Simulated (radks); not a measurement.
# Excited configurations of Dy

One table from this session's results is given with a row withheld; the runs are named, their logs left out.

The numbers are computed with radks (a radial shooting solver on a logarithmic mesh, Libxc functionals) version 1 (scalar-relativistic Kohn-Sham, r2SCAN, spin-unpolarised, spherical densities, finite nucleus), except any that are marked as measured or tabulated.

1 further run of the same task is left out (it didn't finish).

## The system

| Property | Result |
| --- | --- |
| element | dysprosium (Z = 66) |
| charge | 0 |
| electrons | 66 |
| configuration | [Xe] 4f10 6s2 |
| nuclear rms radius | 5.2218 fm |

The outer shells:

Dy
```
[Xe] core
4f [↑↓][↑↓][↑↓][↑ ][↑ ][↑ ][↑ ]
6s [↑↓]
```

Set-up of the first run:

The run's settings:

```text
Z 66
configuration [Xe] 4f10 6s2
relativity scalar-relativistic
functional r2scan,r2scan
spin unpolarised
nucleus finite rms 5.2218 fm
c 137.035999084
```

Steps of the session up to this table: Ground configuration: [Xe] 4f10 6s2.

One table of the session follows, with a row left open; its other results are not shown here.

It belongs to the step «Ground configuration: [Xe] 4f10 6s2». Sizes of the orbitals, from the radial functions (bohr):

| level | <r> | outermost maximum (interpolated) | 90 % within | nodes |
| --- | --- | --- | --- | --- |
| 3d | 0.2121 | 0.173 | 0.330 | 0 |
| 4s | 0.5302 | 0.494 | 0.761 | 3 |
| 4p | 0.5616 | 0.516 | 0.816 | 2 |
| 4d | 0.6101 | 0.535 | 0.917 | 1 |
| 5s | 1.305 | 1.16 | 1.89 | 4 |
| 5p | ? | ? | ? | ? |
| 6s | 4.176 | 3.53 | 6.18 | 5 |
| 4f | 0.8788 | 0.540 | 1.54 | 0 |

**Question.** Estimate the row for 5p.

The run gave: <r>: 1.542; outermost maximum (interpolated): 1.32; 90 % within: 2.27; nodes: 3. In the column «<r>» it lies between 5s (1.305) and 6s (4.176).

Caveats from the session: Spin polarisation and multiplet splitting are left out, so open shells lie too high by an amount that depends on their filling.
